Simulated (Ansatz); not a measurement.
**CH₄BFSe: how energies converge with the basis set**

How large a basis does CH₄BFSe need? Two functionals are run in growing sets.

Program: Ansatz 0.2.0, Gaussian basis. Level of theory: one geometry, several basis sets. These are calculated values, not measurements.

Plan: PBE0-D4/def2-SVP; ωB97M-V/def2-SVP; PBE0-D4/def2-QZVPP; ωB97M-V/def2-QZVPP; the functionals' def2-TZVPP values are taken from earlier runs.

### 1 Structure used throughout

The geometry comes from an earlier relaxation with PBE0-D4 in a triple-zeta def2 set; it is a stationary point, not always the lowest conformer.

SMILES `C[Se]BF`, 8 atoms, charge 0, spin multiplicity 1.

Atoms are counted from 1 here; the program's logs count them from 0.

Bond lengths: C1–Se2 1.951 Å, C1–H5 1.088 Å, C1–H6 1.088 Å, C1–H7 1.088 Å, Se2–B3 1.922 Å, B3–F4 1.322 Å, B3–H8 1.198 Å. Angles: Se2–C1–H5 109.1°, Se2–C1–H6 108.7°, Se2–C1–H7 108.8°, H5–C1–H6 110.1°, H5–C1–H7 110.1°, H6–C1–H7 110.1°, C1–Se2–B3 98.6°, Se2–B3–F4 119.1°, Se2–B3–H8 121.2°, F4–B3–H8 119.7°.

As a file:

```mol
CH4BFSe
  3D, bonds by distance, orders not assigned

  8  7  0  0  0  0  0  0  0  0999 V2000
   -0.6168    1.0122   -0.5523 C   0  0
    0.7369    0.6811    0.8126 Se  0  0
    0.8061   -1.2354    0.6884 B   0  0
    1.6342   -1.9022    1.4744 F   0  0
   -0.9421    0.0610   -0.9684 H   0  0
   -1.4578    1.5259   -0.0922 H   0  0
   -0.1823    1.6327   -1.3327 H   0  0
    0.1141   -1.8323   -0.0856 H   0  0
  1  2  8  0
  2  3  8  0
  3  4  8  0
  1  5  8  0
  1  6  8  0
  1  7  8  0
  3  8  8  0
M  END
```

### 2 PBE0-D4 in def2-SVP

in.yaml reads:

```yaml
crystal:
  periodic: [false, false, false]
  atoms:
    - {symbol: C, position_ang: [-0.616805, 1.012190, -0.552301]}
    - {symbol: Se, position_ang: [0.736938, 0.681111, 0.812600]}
    - {symbol: B, position_ang: [0.806080, -1.235442, 0.688421]}
    - {symbol: F, position_ang: [1.634158, -1.902184, 1.474440]}
    - {symbol: H, position_ang: [-0.942108, 0.060981, -0.968424]}
    - {symbol: H, position_ang: [-1.457815, 1.525917, -0.092207]}
    - {symbol: H, position_ang: [-0.182278, 1.632695, -1.332715]}
    - {symbol: H, position_ang: [0.114130, -1.832268, -0.085613]}
basis:
  gaussian: {orbitals: def2-SVP}
hamiltonian: {xc: pbe0, dispersion: d4}
output: {orbitals: {seedname: orbitals}}
```

Further steps of the session: ωB97M-V in def2-SVP; PBE0-D4 in def2-QZVPP; ωB97M-V in def2-QZVPP.

**Question.** What will the summary of the whole plan be? Wanted: PBE0-D4: double and triple zeta above quadruple; ωB97M-V: double and triple zeta above quadruple.

**Answer**, as computed:

```
                                       quantity           value
PBE0-D4: double and triple zeta above quadruple  14.92, 1.62 eV
ωB97M-V: double and triple zeta above quadruple  15.02, 1.56 eV
```

For PBE0-D4 the step from double to triple zeta gains 13.30 eV and the next only 1.62 eV. These are total energies; as a rule much of such shifts cancels in differences, which this series doesn't test.
